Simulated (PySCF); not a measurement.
# [LaF3(H2O)]−: other functionals and bases at one geometry

Aim: see how levels, charges and forces of [LaF3(H2O)]− depend on the level of theory. It is a constructed species; whether it can be made isn't addressed.

The runs use PySCF 2.14.0; several levels, as the steps say, no spin–orbit coupling.

1 further run of the same task is left out (for a known fault of the program).

**1. The system as given**

7 atoms, charge -1, spin multiplicity 1.

Bond lengths: La1–F2 2.288 Å, La1–F3 2.438 Å, La1–F4 2.285 Å, La1–O5 2.836 Å, La1–H6 2.604 Å, O5–H6 1.027 Å, O5–H7 0.963 Å. Angles: F2–La1–F3 122.1°, F2–La1–F4 117.9°, F2–La1–O5 131.8°, F2–La1–H6 133.3°, F3–La1–F4 113.9°, F3–La1–O5 54.6°, F3–La1–H6 33.3°, F4–La1–O5 101.3°, F4–La1–H6 108.2°, O5–La1–H6 21.2°, La1–O5–H6 66.6°, La1–O5–H7 106.8°, H6–O5–H7 103.7°, La1–H6–O5 92.2°.

Geometry (Å):

```xyz
7

La    0.15741    0.12543    0.21069
F     1.57599    1.04834    1.75109
F    -2.22956   -0.12732    0.63639
F     1.01059   -1.42929   -1.22944
O    -1.92113    1.25155   -1.35677
H    -2.26290    0.70321   -0.55788
H    -2.05210    0.66491   -2.10866
```

Formal oxidation states: La +2. Each metal's 1 4f electrons lie in its core potential, so multiplicities, spins and levels count the valence alone. For divalent La, Ce, Gd or Lu the extra electron is normally 5d or 6s, so this core forces an excited configuration. An earlier session relaxed this geometry at PBE0, La lcecp-0-SVP with ECP47, F def2-SVP, O def2-SVP, H def2-SVP (singlet, point group C1).

At PBE0 on the finer grid: E = -401.643759 Eh, frontier levels not given, since the 4f levels lie in the core, Mulliken charge on La1 +0.78 e, largest force component 0.015 eV/Å. 

Levels to run: TPSSh; HF; PBE0, TZVP. Hardware: 2 threads of Arm Neoverse V1, shared host.

**2. TPSSh**

The input, run.py (the lines that set the calculation):

```python
mol = gto.M(atom='''
La     0.15741     0.12543     0.21069
F      1.57599     1.04834     1.75109
F     -2.22956    -0.12732     0.63639
F      1.01059    -1.42929    -1.22944
O     -1.92113     1.25155    -1.35677
H     -2.26290     0.70321    -0.55788
H     -2.05210     0.66491    -2.10866''',
    basis={'La': 'lcecp-0-SVP', 'F': 'def2-SVP', 'O': 'def2-SVP', 'H': 'def2-SVP'},
    ecp={'La': 'lcecp-0-SVP'},
    charge=-1, spin=0)
mf = dft.RKS(mol, xc='TPSSH')
mf.grids.atom_grid = (75, 302)  # f atoms: unpruned, at least (60, 302)
mf = mf.density_fit()  # fitting sets: La AutoAux, F def2-universal-JKFIT, O def2-universal-JKFIT, H def2-universal-JKFIT
mf.conv_tol = 1e-08; mf.max_cycle = 55
mf.kernel(dm0)  # dm0: the density of the relaxed state
```

On the command line:

```console
$ OMP_NUM_THREADS=2 python run.py
```

**3. HF**

run.py (the lines that set the calculation), as its differences from that of step 2:

```diff
@@ -11,4 +11,3 @@
     charge=-1, spin=0)
-mf = dft.RKS(mol, xc='TPSSH')
-mf.grids.atom_grid = (75, 302)  # f atoms: unpruned, at least (60, 302)
+mf = scf.RHF(mol)
 mf = mf.density_fit()  # fitting sets: La AutoAux, F def2-universal-JKFIT, O def2-universal-JKFIT, H def2-universal-JKFIT
```

**4. PBE0, TZVP**

Basis: La lcecp-0-TZVP with ECP47, F def2-TZVP, O def2-TZVP, H def2-TZVP. 

The input, run.py (the lines that set the calculation):

```python
mol = gto.M(atom='''
La     0.15741     0.12543     0.21069
F      1.57599     1.04834     1.75109
F     -2.22956    -0.12732     0.63639
F      1.01059    -1.42929    -1.22944
O     -1.92113     1.25155    -1.35677
H     -2.26290     0.70321    -0.55788
H     -2.05210     0.66491    -2.10866''',
    basis={'La': 'lcecp-0-TZVP', 'F': 'def2-TZVP', 'O': 'def2-TZVP', 'H': 'def2-TZVP'},
    ecp={'La': 'lcecp-0-TZVP'},
    charge=-1, spin=0)
mf = dft.RKS(mol, xc='PBE0')
mf.grids.atom_grid = (75, 302)  # f atoms: unpruned, at least (60, 302)
mf = mf.density_fit()  # fitting sets: La AutoAux, F def2-universal-JKFIT, O def2-universal-JKFIT, H def2-universal-JKFIT
mf.conv_tol = 1e-08; mf.max_cycle = 55
mf.kernel(dm0)  # dm0: free metal ions and neutral atoms
```

**Question.** What will these runs give? Wanted: for each run, charge on La1; dipole; largest force.

**Answer**, as computed:

| level | state | charge on La1 (e) | dipole (D) | largest force (eV/Å) | basis functions | time |
| --- | --- | --- | --- | --- | --- | --- |
| PBE0 (relaxed here) | singlet | 0.78 | 1.85 | 0.01 | 97 | 15 s |
| TPSSh | singlet | 0.72 | 1.83 | 0.38 | 97 | 8 s |
| HF | singlet | 1.21 | 2.05 | 1.30 | 97 | 2.8 s |
| PBE0, TZVP | singlet | 1.13 | 1.80 | 0.33 | 183 | 18 s |

Times are on 2 threads of Arm Neoverse V1, shared host; the first row also made further properties. The dipole of a charged species depends on the origin, so these sizes hold for this origin alone.

The largest leftover force, 1.30 eV/Å with HF, stands at a geometry relaxed at another level. The Mulliken charge on La spans +0.72 to +1.21 e over the levels. With 4f in the core, its levels are missing from HOMO and gap. Total energies of different levels can't be compared. Spin–orbit coupling is left out throughout.
